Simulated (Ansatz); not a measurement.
# SrTa2O6: the cost of one run

Method: DFT, PBE, plane-wave PAW, default files, scalar-relativistic, as far as a step names no other, in Ansatz 0.2.0.

1 further run of the same task is left out (it didn't finish).

## Step 1: The starting structure

Symmetry: Pnma, No. 62, orthorhombic system. Conventional cell: a = 11.013 Å, b = 7.632 Å, c = 5.621 Å, α = 90.00°, β = 90.00°, γ = 90.00°. Sr (site symmetry m) is surrounded by 8 O at 2.53 to 2.68 Å. Around Ta (site symmetry 1) lie 6 O at 1.89 to 2.13 Å. Around O (site symmetry m) lie 2 Ta at 1.98 Å and 1 Sr at 2.68 Å. Around O (site symmetry 1) lie 2 Ta at 1.89 to 2.02 Å and 1 Sr at 2.67 Å. Around O (site symmetry 1) lie 2 Ta at 1.95 to 2.13 Å and 2 Sr at 2.53 to 2.56 Å. O (site symmetry m) is surrounded by 2 Ta at 1.97 Å and 1 Sr at 2.58 Å.

As a file:

```cif
data_structure
_symmetry_space_group_name_H-M 'Pnma'
_symmetry_Int_Tables_number 62
_cell_length_a 11.0130
_cell_length_b 7.6320
_cell_length_c 5.6210
_cell_angle_alpha 90.000
_cell_angle_beta 90.000
_cell_angle_gamma 90.000
_cell_volume 472.45
loop_
_atom_site_label
_atom_site_type_symbol
_atom_site_symmetry_multiplicity
_atom_site_Wyckoff_symbol
_atom_site_fract_x
_atom_site_fract_y
_atom_site_fract_z
_atom_site_occupancy
Sr1 Sr 4 c 0.96130 0.25000 0.46230 1
Ta1 Ta 8 d 0.14259 0.00421 0.03620 1
O1 O 4 c 0.35700 0.25000 0.46900 1
O2 O 8 d 0.21500 0.54900 0.35900 1
O3 O 8 d 0.97500 0.53300 0.22000 1
O4 O 4 c 0.37100 0.75000 0.64100 1
```

## Step 2: Single point at the given positions

File input.yaml:

```yaml
crystal:
  lattice:
    - [11.013, 0.0, 0.0]
    - [0.0, 7.632, 0.0]
    - [0.0, 0.0, 5.621]
  atoms:
    - { symbol: Sr, position: [0.9613, 0.25, 0.4623] }
    - { symbol: Sr, position: [0.5387, 0.75, 0.9623] }
    - { symbol: Sr, position: [0.4613, 0.25, 0.0377] }
    - { symbol: Sr, position: [0.0387, 0.75, 0.5377] }
    - { symbol: Ta, position: [0.14259, 0.00421, 0.0362] }
    - { symbol: Ta, position: [0.35741, 0.99579, 0.5362] }
    - { symbol: Ta, position: [0.64259, 0.49579, 0.4638] }
    - { symbol: Ta, position: [0.85741, 0.50421, 0.9638] }
    - { symbol: Ta, position: [0.85741, 0.99579, 0.9638] }
    - { symbol: Ta, position: [0.64259, 0.00421, 0.4638] }
    - { symbol: Ta, position: [0.35741, 0.50421, 0.5362] }
    - { symbol: Ta, position: [0.14259, 0.49579, 0.0362] }
    - { symbol: O, position: [0.357, 0.25, 0.469] }
    - { symbol: O, position: [0.143, 0.75, 0.969] }
    - { symbol: O, position: [0.857, 0.25, 0.031] }
    - { symbol: O, position: [0.643, 0.75, 0.531] }
    - { symbol: O, position: [0.215, 0.549, 0.359] }
    - { symbol: O, position: [0.285, 0.451, 0.859] }
    - { symbol: O, position: [0.715, 0.951, 0.141] }
    - { symbol: O, position: [0.785, 0.049, 0.641] }
    - { symbol: O, position: [0.785, 0.451, 0.641] }
    - { symbol: O, position: [0.715, 0.549, 0.141] }
    - { symbol: O, position: [0.285, 0.049, 0.859] }
    - { symbol: O, position: [0.215, 0.951, 0.359] }
    - { symbol: O, position: [0.975, 0.533, 0.22] }
    - { symbol: O, position: [0.525, 0.467, 0.72] }
    - { symbol: O, position: [0.475, 0.967, 0.28] }
    - { symbol: O, position: [0.025, 0.033, 0.78] }
    - { symbol: O, position: [0.025, 0.467, 0.78] }
    - { symbol: O, position: [0.475, 0.533, 0.28] }
    - { symbol: O, position: [0.525, 0.033, 0.72] }
    - { symbol: O, position: [0.975, 0.967, 0.22] }
    - { symbol: O, position: [0.371, 0.75, 0.641] }
    - { symbol: O, position: [0.129, 0.25, 0.141] }
    - { symbol: O, position: [0.871, 0.75, 0.859] }
    - { symbol: O, position: [0.629, 0.25, 0.359] }
kpoints:
  mp_grid: { grid: [2, 3, 4] }
scf:
  occupations: { method: fermi_dirac, width: 0.02 }
hamiltonian:
  xc: pbe
  pseudopotentials: { kind: paw }
output:
  forces: true
  stress: true
  populations: true
  efg:
    quadrupole_moments_barn: { Sr: 0.305, Ta: 3.17, O: -0.02558 }
    contact_densities: true
```

The run is started by

```
> ansatz run input.yaml --threads 1 --pin off --max-ram 3072MiB --backend cpu --events-out ev --progress --plain --runs-dir out
```

Q: Estimate wall time and peak memory on 1 thread of AMD EPYC 9R45 (Zen 5), shared host.

About 35 s, with a peak of 1.3 GiB.
